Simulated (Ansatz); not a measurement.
**BGeHCl (quartet): the correlation ladder at distance B2–Ge3 = 1.832 Å, cc-pVDZ**

One table from this session's results is given with a row withheld; the runs are named, their logs left out.

Method: cc-pVDZ, core rule «outside noble gas», up to 20 orbitals frozen; program: Ansatz 0.2.0, Gaussian basis.

To be run: UHF; CCSD(T) on ROHF; CCSD(T) on UHF; BCCD(T) on ROHF; CISD; CCSDT(Q) on ROHF; CCSDT(Q) on UHF; CASSCF and MRCISD+Q, 5 electrons in 5 orbitals; CASSCF and NEVPT2, 5 electrons in 5 orbitals.

23 further runs of the same task are left out: 1 for a mislabelled method, 18 that didn't finish, 4 set aside as unsound or not needed.

**The geometry**

The geometry derives from a PBE0/def2-TZVP stationary point (not a proven minimum). One bond is set to the value named and the two fragments are kept rigid. No spin-orbit coupling is included. The filled d shell of Ge may be among the frozen orbitals whatever the setting's name suggests; the logs give the count.

4 atoms, charge 0, spin multiplicity 4.

Atoms are counted from 1 here; the program's logs count them from 0.

Bond lengths: Cl1–B2 1.724 Å, B2–Ge3 1.832 Å, Ge3–H4 1.547 Å. Angles: Cl1–B2–Ge3 123.1°, B2–Ge3–H4 123.1°.

The first run:

Input file in.yaml:

```yaml
crystal:
  periodic: [false, false, false]
  atoms:
    - {symbol: Cl, position_ang: [0.000000, -0.148409, 2.063983]}
    - {symbol: B, position_ang: [0.000000, 0.744987, 0.589101]}
    - {symbol: Ge, position_ang: [0.000000, -0.048904, -1.061948]}
    - {symbol: H, position_ang: [0.000000, 0.753849, -2.384332]}
basis:
  gaussian: {orbitals: cc-pVDZ}
magnetization: {spin_polarized: true, initial_magnetization: 3}
hamiltonian: {xc: hf}
output: {orbitals: {seedname: orbitals}}
```

Command:

```
$ ansatz run in.yaml --threads 1 --pin off --events-out ev --progress --plain --max-ram 2393MiB
```

Among the steps run: UHF; CCSD(T) on ROHF; CCSD(T) on UHF; BCCD(T) on ROHF; CISD; CCSDT(Q) on ROHF; CCSDT(Q) on UHF; CASSCF and MRCISD+Q, 5 electrons in 5 orbitals; CASSCF and NEVPT2, 5 electrons in 5 orbitals.

One of the session's tables, all rows but one given; the rest of the session is left out.

| method | from UCCSDT(Q) (meV) |
| --- | --- |
| ROHF | +8155.1 |
| UHF | +8067.7 |
| RMP2 | +1227.1 |
| UMP2 | +1218.3 |
| CISD | +1033.3 |
| RCCSD | +293.1 |
| UCCSD | ? |
| RCCSD(T) | +59.4 |
| UCCSD(T) | +49.6 |
| BCCD(T) | +57.4 |
| RCCSDT | +26.1 |
| UCCSDT | +16.1 |
| RCCSDT(Q) | +12.1 |
| UCCSDT(Q) | 0 |
| CASSCF pair | +7747.6 |
| NEVPT2 pair | +1292.1 |
| MRCISD pair | +964.7 |
| MRCISD+Q pair | +167.5 |

Estimate the missing values for UCCSD.

**Answer.** from UCCSDT(Q) (meV): +281.9. In the column «from UCCSDT(Q) (meV)» it lies between MRCISD+Q pair (+167.5) and RCCSD (+293.1).

To keep in mind: Restricted and unrestricted rows rest on different reference determinants; where their highest levels disagree by more than a few hundredths of an eV, they describe different states and don't form one ladder.
